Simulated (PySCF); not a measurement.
**C5H7F3O: runs on many settings**

Aim: see how C5H7F3O (`C[C@]1(C(F)(F)F)CCO1`) answers to the choice of functional, basis, grid and SCF options, and what happens with inputs that are wrong on purpose.

The runs use PySCF 2.14.0, with density-fitted response routines of our own; the level of theory stands in each step. All values are computed, except where a source is named. Atoms count from 0, in the outputs and in this text.

### Step 1. The molecule as given

16 atoms, charge 0, multiplicity 1; geometry from: GFN2-xTB.

Bonds of the start (Å): C0–C1 1.52, C1–C2 1.54, C2–F3 1.35, C2–F4 1.34, C2–F5 1.34, C1–C6 1.54, C6–C7 1.53, C7–O8 1.43, O8–C1 1.43, C0–H9 1.09, C0–H10 1.09, C0–H11 1.09, C6–H12 1.09, C6–H13 1.09, C7–H14 1.09, C7–H15 1.09.

### Step 2. NMR shieldings: LC-wPBE/6-31G

The job: settings as JSON, then the geometry in Å.

```
{"job": {"kind": "nmr", "xc": "LC-wPBE", "basis": "6-31G", "pop": true, "scf": {"guess": "random", "max_cycle": 98}}, "charge": 0, "multiplicity": 1}
C     -0.885906    -1.423587    -0.389031
C     -0.194730    -0.162945     0.099945
C     -1.243108     0.902386     0.455384
F     -1.925441     1.289647    -0.639715
F     -0.691748     2.010213     0.965138
F     -2.149397     0.474625     1.338541
C      0.946651     0.413039    -0.754956
C      1.799224     0.207878     0.501284
O      0.689976    -0.372296     1.200761
H     -1.541957    -1.809108     0.387849
H     -1.469017    -1.204220    -1.280282
H     -0.137922    -2.177213    -0.619029
H      1.216182    -0.207687    -1.604698
H      0.814325     1.443894    -1.073012
H      2.626055    -0.499276     0.411281
H      2.139215     1.123594     0.989130
```

Method: GIAO LC-wPBE/6-31G NMR shielding, non-relativistic, gas phase.

Started as:

```
$ OMP_NUM_THREADS=1 python probes_run.py task.json out
```

The driver reads the jobs from task.json and runs them one after another.

The log of the run:

```text
start from random orthonormal orbitals
final grid: 139664 points
cycle   1  E = -503.5392568725  dE = -2.054e+02  |g| = 1.043e+01  |ddm| = 3.040e+02
cycle   2  E = -367.0082908976  dE =  1.365e+02  |g| = 9.722e+00  |ddm| = 1.003e+02
cycle   3  E = -484.3402740243  dE = -1.173e+02  |g| = 1.083e+01  |ddm| = 1.026e+02
cycle   4  E = -515.6755752248  dE = -3.134e+01  |g| = 9.713e+00  |ddm| = 1.526e+01
cycle   5  E = -515.7774214059  dE = -1.018e-01  |g| = 1.003e+01  |ddm| = 3.354e+00
cycle   6  E = -517.3366655871  dE = -1.559e+00  |g| = 1.008e+01  |ddm| = 1.716e+00
cycle   7  E = -517.8845097487  dE = -5.478e-01  |g| = 1.008e+01  |ddm| = 1.175e+00
cycle   8  E = -518.2041279890  dE = -3.196e-01  |g| = 1.005e+01  |ddm| = 7.041e-01
cycle   9  E = -519.4113172356  dE = -1.207e+00  |g| = 1.011e+01  |ddm| = 2.108e+00
cycle  10  E = -514.0347986315  dE =  5.377e+00  |g| = 1.034e+01  |ddm| = 5.447e+00
[... 78 cycles left out ...]
cycle  89  E = -474.8619439628  dE =  3.623e-01  |g| = 1.081e+01  |ddm| = 1.488e+00
cycle  90  E = -474.8207914835  dE =  4.115e-02  |g| = 1.084e+01  |ddm| = 4.177e-01
cycle  91  E = -474.7727154881  dE =  4.808e-02  |g| = 1.076e+01  |ddm| = 1.812e+00
cycle  92  E = -331.2031148932  dE =  1.436e+02  |g| = 9.138e+00  |ddm| = 1.129e+02
cycle  93  E = -475.3438179288  dE = -1.441e+02  |g| = 1.073e+01  |ddm| = 1.130e+02
cycle  94  E = -475.3056159840  dE =  3.820e-02  |g| = 1.064e+01  |ddm| = 1.752e+00
cycle  95  E = -475.3705518110  dE = -6.494e-02  |g| = 1.064e+01  |ddm| = 2.346e-01
cycle  96  E = -475.2667116925  dE =  1.038e-01  |g| = 1.066e+01  |ddm| = 5.986e-01
cycle  97  E = -475.0175692770  dE =  2.491e-01  |g| = 1.068e+01  |ddm| = 9.769e-01
cycle  98  E = -474.8730917044  dE =  1.445e-01  |g| = 1.086e+01  |ddm| = 1.818e+00
SCF not converged, last energy = -474.8730917044
```

It took 1.9 min on 1 thread of Arm Neoverse V1, shared host; peak memory 0.59 GiB.

Why it failed: After 98 cycles the gradient is still 1.1e+01, from the random guess. Cure: go back to the standard guess, DIIS and geometry, then add damping if needed. Numbers printed on the way are no properties of the molecule.

### Step 3. Excited states and response: LDA/def2-SVP

Settings changed since step 2:

```diff
@@ -1,4 +1,4 @@
-{"job": {"kind": "nmr", "xc": "LC-wPBE", "basis": "6-31G", "pop": true, "scf": {"guess": "random", "max_cycle": 98}}, "charge": 0, "multiplicity": 1}
+{"job": {"kind": "uv", "xc": "LDA", "basis": "def2-SVP", "nstates": 3, "ntriplets": 2, "tda": false, "scf": {"max_cycle": 52}}, "charge": 0, "multiplicity": 1}
 C     -0.885906    -1.423587    -0.389031
-C     -0.194730    -0.162945     0.099945
+C     -0.816788    -1.297523    -0.340133
 C     -1.243108     0.902386     0.455384
```

Level: TDDFT LDA/def2-SVP, vertical, gas phase, core orbitals frozen in the response.

The log of the run:

```text
final grid: 139664 points
cycle   1  E = -500.1174937152  dE =  2.206e+01  |g| = 1.530e+00  |ddm| = 1.524e+03
cycle   2  E = -489.4775283436  dE =  1.064e+01  |g| = 5.249e+00  |ddm| = 1.692e+02
cycle   3  E = -500.0705272205  dE = -1.059e+01  |g| = 1.452e+00  |ddm| = 1.913e+02
cycle   4  E = -498.3040235803  dE =  1.767e+00  |g| = 2.557e+00  |ddm| = 1.539e+02
cycle   5  E = -500.2897917074  dE = -1.986e+00  |g| = 9.916e-01  |ddm| = 1.977e+02
cycle   6  E = -500.3450239122  dE = -5.523e-02  |g| = 1.059e+00  |ddm| = 4.109e+01
cycle   7  E = -500.3574125116  dE = -1.239e-02  |g| = 8.183e-01  |ddm| = 2.357e+01
cycle   8  E = -500.2246910765  dE =  1.327e-01  |g| = 1.050e+00  |ddm| = 1.290e+01
cycle   9  E = -500.5756399925  dE = -3.509e-01  |g| = 4.793e-01  |ddm| = 1.075e+01
cycle  10  E = -500.4789134631  dE =  9.673e-02  |g| = 6.088e-01  |ddm| = 6.429e+01
[... 32 cycles left out ...]
cycle  43  E = -500.3025070538  dE = -8.385e-02  |g| = 8.618e-01  |ddm| = 4.158e+01
cycle  44  E = -500.6287465697  dE = -3.262e-01  |g| = 3.750e-01  |ddm| = 4.164e+01
cycle  45  E = -500.6294353076  dE = -6.887e-04  |g| = 3.720e-01  |ddm| = 2.111e+01
cycle  46  E = -500.4111289502  dE =  2.183e-01  |g| = 7.204e-01  |ddm| = 4.730e+01
cycle  47  E = -500.5712135804  dE = -1.601e-01  |g| = 4.515e-01  |ddm| = 2.977e+01
cycle  48  E = -500.5335004186  dE =  3.771e-02  |g| = 5.743e-01  |ddm| = 7.424e+00
cycle  49  E = -500.2208629797  dE =  3.126e-01  |g| = 1.100e+00  |ddm| = 1.644e+01
cycle  50  E = -500.1862141541  dE =  3.465e-02  |g| = 1.113e+00  |ddm| = 5.461e+00
cycle  51  E = -500.1924082560  dE = -6.194e-03  |g| = 1.108e+00  |ddm| = 4.136e-01
cycle  52  E = -500.1285239117  dE =  6.388e-02  |g| = 1.199e+00  |ddm| = 3.902e+00
SCF not converged, last energy = -500.1285239117
```

Run time: 62 s. Hardware: 1 thread of Arm Neoverse V1, shared host; peak memory 0.42 GiB.

Why it failed: After 52 cycles the gradient is still 1.2e+00, on a distorted geometry. Cure: go back to the standard guess, DIIS and geometry, then add damping if needed. Numbers printed on the way are no properties of the molecule.

### Step 4. Shielding tensors: BHandHLYP/pcSseg-1

Settings changed since step 3:

```diff
@@ -1,4 +1,4 @@
-{"job": {"kind": "uv", "xc": "LDA", "basis": "def2-SVP", "nstates": 3, "ntriplets": 2, "tda": false, "scf": {"max_cycle": 52}}, "charge": 0, "multiplicity": 1}
+{"job": {"kind": "nmr", "xc": "BHandHLYP", "basis": "pcSseg-1", "pop": true}, "charge": 0, "multiplicity": 1}
 C     -0.885906    -1.423587    -0.389031
-C     -0.816788    -1.297523    -0.340133
+C     -0.194730    -0.162945     0.099945
 C     -1.243108     0.902386     0.455384
```

Level: GIAO BHandHLYP/pcSseg-1 NMR shielding, non-relativistic, gas phase.

The log of the run:

```text
coarse grid: 14120 points
cycle   1  E = -568.8880264963  dE =  1.684e+00  |g| = 1.067e+00  |ddm| = 3.447e+00
cycle   2  E = -568.8408035879  dE =  4.722e-02  |g| = 1.263e+00  |ddm| = 1.355e+00
cycle   3  E = -569.0925382338  dE = -2.517e-01  |g| = 7.130e-02  |ddm| = 7.975e-01
cycle   4  E = -569.0932571103  dE = -7.189e-04  |g| = 4.366e-02  |ddm| = 6.855e-02
cycle   5  E = -569.0936124165  dE = -3.553e-04  |g| = 9.933e-03  |ddm| = 3.977e-02
cycle   6  E = -569.0936279598  dE = -1.554e-05  |g| = 2.433e-03  |ddm| = 7.255e-03
cycle   7  E = -569.0936290682  dE = -1.108e-06  |g| = 5.223e-04  |ddm| = 2.298e-03
final grid: 139664 points
cycle   8  E = -569.1545586307  dE = -2.391e-05  |g| = 4.735e-03  |ddm| = 1.609e-02
cycle   9  E = -569.1545586967  dE = -6.599e-08  |g| = 4.918e-03  |ddm| = 6.329e-03
cycle  10  E = -569.1545628109  dE = -4.114e-06  |g| = 3.971e-04  |ddm| = 3.101e-03
cycle  11  E = -569.1545628360  dE = -2.512e-08  |g| = 1.773e-04  |ddm| = 3.884e-04
cycle  12  E = -569.1545628420  dE = -6.056e-09  |g| = 3.497e-05  |ddm| = 1.562e-04
cycle  13  E = -569.1545628422  dE = -2.033e-10  |g| = 9.261e-06  |ddm| = 2.746e-05
converged SCF energy = -569.1545628422

GIAO shielding tensors (ppm)
atom      isotropic    diamagn.    paramagn.     s11        s22        s33       span
  0 C      163.413     244.529     -81.116    150.504    154.543    185.193     34.689
  1 C      102.442     248.869    -146.427     80.121     93.318    133.888     53.767
  2 C       55.949     242.013    -186.064     47.118     58.122     62.608     15.490
  3 F      282.541     474.828    -192.287    198.448    285.509    363.667    165.219
  4 F      285.906     474.955    -189.050    201.326    287.685    368.706    167.379
  5 F      288.661     472.857    -184.196    204.856    299.741    361.387    156.530
  6 C      155.791     249.662     -93.871    139.092    146.239    182.041     42.949
  7 C      119.547     246.128    -126.581     91.841     97.944    168.857     77.016
  8 O      291.358     399.626    -108.268    235.469    274.154    364.451    128.981
  9 H       30.039      28.838       1.201     25.303     29.115     35.699     10.396
 10 H       30.584      29.415       1.169     26.138     29.334     36.279     10.141
 11 H       30.227      29.853       0.374     26.172     28.676     35.834      9.662
 12 H       29.435      31.468      -2.033     26.791     27.532     33.981      7.190
 13 H       29.075      30.845      -1.770     25.798     28.431     32.996      7.198
 14 H       27.337      29.373      -2.036     24.436     24.606     32.967      8.531
 15 H       27.127      29.370      -2.243     24.334     24.699     32.349      8.014
```

Wall time 36 s (1 thread of Arm Neoverse V1, shared host); peak memory 0.83 GiB.

The references, computed at this level on geometries of the same kind, shield at (ppm): ¹H TMS 31.90, ¹³C TMS 186.6, ¹⁹F CFCl3 198.6, ¹⁷O H2O 336.3. Their shielding less the atom's gives the shift. The references are single molecules in the gas phase, so shifts against H2O, NH3, PH3, H3PO4 or CFCl3 are not on the usual liquid scales and can be off by tens of ppm. Atoms listed in one row are averaged.

```
       atoms                               environment  σ (ppm)  δ (ppm)
          C2                                CF3 carbon     55.9    130.6
          C1  fully substituted sp3 carbon bonded to O    102.4     84.1
          C7                       sp3 CH2 bonded to O    119.5     67.0
          C6                         sp3 CH2 in a ring    155.8     30.8
          C0                             methyl carbon    163.4     23.2
         H15        hydrogen on an sp3 CH2 bonded to O    27.13     4.77
         H14        hydrogen on an sp3 CH2 bonded to O    27.34     4.56
         H13          hydrogen on an sp3 CH2 in a ring    29.07     2.82
         H12          hydrogen on an sp3 CH2 in a ring    29.43     2.46
H9, H10, H11               hydrogen on a methyl carbon    30.28     1.61
  F3, F4, F5                   fluorine of a CF3 group    285.7    -87.1
          O8                              ether oxygen    291.4     44.9
```

Charges from the same density, by scheme (e):

```
     atoms  Mulliken    IAO  Hirshfeld  ESP fit
        C0     -0.09  -0.41      -0.13    -0.57
        C1     -0.19   0.22       0.07     0.53
        C2      0.99   0.84       0.28     0.52
F3, F4, F5     -0.31  -0.30      -0.10    -0.21
        C6     -0.19  -0.28      -0.08    -0.44
        C7      0.15  -0.02       0.01     0.28
        O8     -0.53  -0.45      -0.18    -0.52
```

Mayer bond orders: C0–C1 1.02, C1–C2 0.91, C2–F3 0.95, C2–F4 0.97, C2–F5 0.98, C1–C6 1.00, C6–C7 1.04, C7–O8 0.90, O8–C1 0.92.

Ring of atoms C1, C6, C7, O8: NICS(0) -0.9, NICS(1) 1.0, NICS(1)zz 2.3 ppm (means of both faces).

### Step 5. Shielding tensors: LDA/6-31G*

Settings changed since step 4:

```diff
@@ -1,2 +1,2 @@
-{"job": {"kind": "nmr", "xc": "BHandHLYP", "basis": "pcSseg-1", "pop": true}, "charge": 0, "multiplicity": 1}
+{"job": {"kind": "nmr", "xc": "LDA", "basis": "6-31G*", "pop": false, "scf": {"diis": false, "max_cycle": 57}}, "charge": 0, "multiplicity": 1}
 C     -0.885906    -1.423587    -0.389031
```

With the program's defaults for keys left out, this is: GIAO LDA/6-31G* NMR shielding, non-relativistic, gas phase.

The log of the run:

```text
final grid: 139664 points
cycle   1  E = -565.0196206584  dE =  1.273e+00  |g| = 1.086e+00  |ddm| = 3.859e+00
cycle   2  E = -564.3804800978  dE =  6.391e-01  |g| = 2.193e+00  |ddm| = 2.704e+00
cycle   3  E = -562.8290273836  dE =  1.551e+00  |g| = 3.525e+00  |ddm| = 4.049e+00
cycle   4  E = -548.5529697787  dE =  1.428e+01  |g| = 7.587e+00  |ddm| = 9.209e+00
cycle   5  E = -491.0339006503  dE =  5.752e+01  |g| = 1.379e+01  |ddm| = 2.031e+01
cycle   6  E = -359.9532289527  dE =  1.311e+02  |g| = 1.941e+01  |ddm| = 3.421e+01
cycle   7  E = -280.4557565620  dE =  7.950e+01  |g| = 1.884e+01  |ddm| = 4.039e+01
cycle   8  E = -246.8409839962  dE =  3.361e+01  |g| = 1.786e+01  |ddm| = 4.312e+01
cycle   9  E = -183.7538330544  dE =  6.309e+01  |g| = 1.920e+01  |ddm| = 4.956e+01
cycle  10  E = -210.6521988904  dE = -2.690e+01  |g| = 1.535e+01  |ddm| = 4.527e+01
[... 37 cycles left out ...]
cycle  48  E = -210.5968404115  dE =  5.044e+00  |g| = 1.527e+01  |ddm| = 4.548e+01
cycle  49  E = -215.6412790341  dE = -5.044e+00  |g| = 1.818e+01  |ddm| = 4.548e+01
cycle  50  E = -210.5968404115  dE =  5.044e+00  |g| = 1.527e+01  |ddm| = 4.548e+01
cycle  51  E = -215.6412790341  dE = -5.044e+00  |g| = 1.818e+01  |ddm| = 4.548e+01
cycle  52  E = -210.5968404116  dE =  5.044e+00  |g| = 1.527e+01  |ddm| = 4.548e+01
cycle  53  E = -215.6412790341  dE = -5.044e+00  |g| = 1.818e+01  |ddm| = 4.548e+01
cycle  54  E = -210.5968404116  dE =  5.044e+00  |g| = 1.527e+01  |ddm| = 4.548e+01
cycle  55  E = -215.6412790341  dE = -5.044e+00  |g| = 1.818e+01  |ddm| = 4.548e+01
cycle  56  E = -210.5968404116  dE =  5.044e+00  |g| = 1.527e+01  |ddm| = 4.548e+01
cycle  57  E = -215.6412790342  dE = -5.044e+00  |g| = 1.818e+01  |ddm| = 4.548e+01
SCF not converged, last energy = -215.6412790342
```

It took 66 s on 1 thread of Arm Neoverse V1, shared host; peak memory 0.4 GiB.

Diagnosis: The SCF swings between two densities 5.04 Eh apart: plain iteration without DIIS overshoots. The remedy is to turn DIIS on. Numbers printed on the way are no properties of the molecule.

### Step 6. Ultraviolet spectrum: PBE0/def2-SVPD

Settings changed since step 5:

```diff
@@ -1,2 +1,2 @@
-{"job": {"kind": "nmr", "xc": "LDA", "basis": "6-31G*", "pop": false, "scf": {"diis": false, "max_cycle": 57}}, "charge": 0, "multiplicity": 1}
+{"job": {"kind": "uv", "xc": "PBE0", "basis": "def2-SVPD", "nstates": 25, "ntriplets": 2, "tda": false}, "charge": 0, "multiplicity": 1}
 C     -0.885906    -1.423587    -0.389031
```

Level: TDDFT PBE0/def2-SVPD, vertical, gas phase, core orbitals frozen in the response.

The log of the run:

```text
coarse grid: 14120 points
cycle   1  E = -568.2445642197  dE =  1.390e+00  |g| = 9.722e-01  |ddm| = 6.324e+00
cycle   2  E = -568.0269162223  dE =  2.176e-01  |g| = 1.507e+00  |ddm| = 3.607e+00
cycle   3  E = -568.4154100397  dE = -3.885e-01  |g| = 1.129e-01  |ddm| = 2.431e+00
cycle   4  E = -568.4173415948  dE = -1.932e-03  |g| = 6.039e-02  |ddm| = 2.818e-01
cycle   5  E = -568.4180253437  dE = -6.837e-04  |g| = 1.320e-02  |ddm| = 1.113e-01
cycle   6  E = -568.4180549219  dE = -2.958e-05  |g| = 3.791e-03  |ddm| = 2.776e-02
cycle   7  E = -568.4180579240  dE = -3.002e-06  |g| = 5.115e-04  |ddm| = 7.556e-03
final grid: 139664 points
cycle   8  E = -568.5027204862  dE = -4.920e-05  |g| = 1.243e-02  |ddm| = 2.280e-01
cycle   9  E = -568.5026837207  dE =  3.677e-05  |g| = 1.893e-02  |ddm| = 5.560e-02
cycle  10  E = -568.5027508485  dE = -6.713e-05  |g| = 1.484e-03  |ddm| = 3.112e-02
cycle  11  E = -568.5027513320  dE = -4.835e-07  |g| = 2.706e-04  |ddm| = 2.815e-03
cycle  12  E = -568.5027513433  dE = -1.131e-08  |g| = 1.174e-04  |ddm| = 5.897e-04
cycle  13  E = -568.5027513456  dE = -2.258e-09  |g| = 2.636e-05  |ddm| = 1.769e-04
cycle  14  E = -568.5027513457  dE = -1.307e-10  |g| = 6.242e-06  |ddm| = 6.703e-05
converged SCF energy = -568.5027513457

Static polarisability (au): isotropic 63.142, principal 58.446 61.484 69.497

Singlet excitations
state   eV       nm        f      main configurations
  1   7.3694    168.2   0.00107   H->L 0.58, H->L+2 0.20, H->L+1 0.19
  2   7.5258    164.7   0.00471   H->L+1 0.54, H->L 0.35
  3   7.9015    156.9   0.02561   H->L+2 0.70, H->L+1 0.21
  4   8.2814    149.7   0.00700   H->L+3 0.95
  5   8.7062    142.4   0.00709   H->L+4 0.92
  6   8.8808    139.6   0.04193   H-1->L 0.88
  7   9.0430    137.1   0.00950   H-1->L+1 0.60, H-1->L+2 0.14
  8   9.0612    136.8   0.01126   H->L+5 0.44, H->L+7 0.19, H-1->L+1 0.10
  9   9.2232    134.4   0.00467   H-2->L 0.80
 10   9.2801    133.6   0.00891   H->L+7 0.38, H->L+5 0.28, H->L+6 0.26
 11   9.3231    133.0   0.01208   H-2->L+1 0.61, H-2->L+2 0.17, H-2->L 0.08
 12   9.3700    132.3   0.00223   H-1->L+2 0.61, H-1->L+1 0.17, H-2->L 0.09
 13   9.3741    132.3   0.00710   H->L+6 0.60, H->L+7 0.25
 14   9.5845    129.4   0.01742   H->L+8 0.65, H->L+5 0.15, H->L+9 0.13
 15   9.7091    127.7   0.01177   H-1->L+3 0.91
 16   9.7576    127.1   0.06268   H-2->L+2 0.70, H-2->L+1 0.23
 17   9.8161    126.3   0.01859   H->L+9 0.76, H->L+8 0.18
 18   9.8675    125.6   0.00192   H->L+10 0.88
 19  10.0382    123.5   0.00377   H-2->L+3 0.91
 20  10.1517    122.1   0.01850   H->L+11 0.79, H->L+12 0.12
 21  10.1929    121.6   0.00666   H-1->L+4 0.89
 22  10.3829    119.4   0.01516   H-3->L 0.80
 23  10.4576    118.6   0.00153   H-2->L+4 0.39, H->L+12 0.22, H-4->L 0.08
 24  10.4779    118.3   0.01052   H->L+12 0.34, H-2->L+4 0.26
 25  10.5327    117.7   0.04851   H-1->L+7 0.35, H-1->L+5 0.30, H-2->L+4 0.11

Triplet excitations (Tamm-Dancoff, eV): 6.9850 7.3427
```

Run time: 2 min. Hardware: 1 thread of Arm Neoverse V1, shared host; peak memory 1 GiB.

The orbitals next to the gap, with their largest atomic shares:

```
orbital      eV                       atoms
 HOMO−3  -10.91   C0 17 %, C6 13 %, C1 12 %
 HOMO−2   -9.77   C6 24 %, C7 20 %, C1 15 %
 HOMO−1   -9.41   O8 48 %, C6 18 %, C1 12 %
   HOMO   -7.94    O8 56 %, C7 11 %, C1 6 %
   LUMO    0.62   C6 14 %, C0 13 %, C7 11 %
 LUMO+1    1.04  O8 13 %, C7 11 %, H14 10 %
 LUMO+2    1.14  O8 16 %, C7 15 %, H15 11 %
```

With each of the 25 states as a Gaussian band of 0.4 eV half-width at 1/e, the curve within the window shown has maxima at 156 nm (ε 1,300), 127 nm (ε 5,500) L/(mol cm). Beyond the last state computed it falls off for lack of states. The curve at chosen wavelengths:

nm, ε (L/mol/cm) and a bar:
```
      114       1581 #########
      117       3435 ###################
      119       3992 ######################
      122       4339 ########################
      125       5197 #############################
      128       5344 ##############################
      130       4797 ###########################
      133       3989 ######################
      136       3657 #####################
      138       3414 ###################
      141       2664 ###############
      144       1723 ##########
      147       1124 ######
      149       1007 ######
      152       1102 ######
      155       1239 #######
      158       1201 #######
      160       1068 ######
      163        788 ####
      166        517 ###
      168        371 ##
      171        212 #
      174        112 #
      177         54 
      179         31 
      182         13
```

Further results of this job:

```
           property  computed
  dipole moment (D)      3.08
polarisability (Å³)      9.36
 HOMO–LUMO gap (eV)      8.56
      −ε(HOMO) (eV)      7.94
```

### Step 7. Results

| quantity | value |
| --- | --- |
| ¹³C shifts against TMS (BHandHLYP/pcSseg-1) | 130.6, 84.1, 67.0, 30.8, 23.2 ppm |
| ¹H shifts against TMS (BHandHLYP/pcSseg-1, means over atoms taken as alike) | 4.77, 4.56, 2.82, 2.46, 1.61 ppm |
| ¹⁹F shifts against CFCl3 (BHandHLYP/pcSseg-1, means over atoms taken as alike) | -87.1 ppm |
| ¹⁷O shifts against H2O (BHandHLYP/pcSseg-1) | 44.9 ppm |
| lowest singlet (PBE0/def2-SVPD) | 7.37 eV (168 nm), f = 0.001 |
| brightest single state of those computed | state 16, 9.76 eV, f = 0.063 |
| lowest triplet | 6.99 eV |
| property runs in this session | 5, of which 3 failed and 0 gave unsound results |

What this shows: Single values in the summary come from the first run of each kind that ended normally (BHandHLYP/pcSseg-1; PBE0/def2-SVPD), which need not be the best level. At BHandHLYP/pcSseg-1: The widest tensor belongs to F3, F4, F5: span 163 ppm, with a paramagnetic part of -189 ppm. The first singlet state (HOMO→LUMO 0.58, HOMO→LUMO+2 0.20) lies at 7.37 eV and is weak; of the 25 states computed, the strongest absorption comes from state 16 at 9.76 eV (the last state computed is bright too, and its partners may lie past the list). The lowest triplet lies 0.38 eV below the lowest singlet (triplets in Tamm-Dancoff, singlets in full TDDFT). States above −ε(HOMO) lie where TDDFT describes them poorly and they hang on the basis; the brightest is among them.
